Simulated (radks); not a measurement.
# Nuclear size and the levels of Al⁺

The task here is to estimate one member of a computed series from the others.

Method: Dirac Kohn-Sham, BLYP, spin-unpolarised, spherical densities, finite nucleus. Code: radks (a radial shooting solver on a logarithmic mesh, Libxc functionals) version 1.

**Starting point**

* element: aluminium (Z = 13)
* charge: +1
* electrons: 12
* configuration: [Ne] 3s2
* nuclear rms radius: 3.061 fm

Outer shells as boxes (Hund's rule):

Al⁺
```
[Ne] core
3s [↑↓]
```

The first run:

Settings of this run:

```text
Z 13
configuration [Ne] 3s2 3p0 4s0
relativity Dirac
functional b88,lyp
spin unpolarised
j_filling average
nucleus finite rms 3.061 fm
c 137.035999084
```

Among the steps run: rms radius 3.061 fm.

One table of the session follows, with a row left open; its other results are not shown here.

It belongs to the step «rms radius 3.061 fm». Radial moments (bohr):

```
level     <r>  outermost maximum (interpolated)  90 % within  nodes
1s1/2  0.1202                            0.0783        0.215      0
2s1/2  0.6265                             0.496        0.992      1
2p1/2  0.6017                             0.426         1.02      0
2p3/2  0.6040                             0.428         1.02      0
3s1/2   2.371                              1.99         3.59      2
3p1/2   2.918                              2.39         4.51      1
3p3/2       ?                                 ?            ?      ?
```

**Question.** Estimate the row for 3p3/2.

**Answer.** <r>: 2.924; outermost maximum (interpolated): 2.40; 90 % within: 4.51; nodes: 1. In the column «<r>» it is the highest.
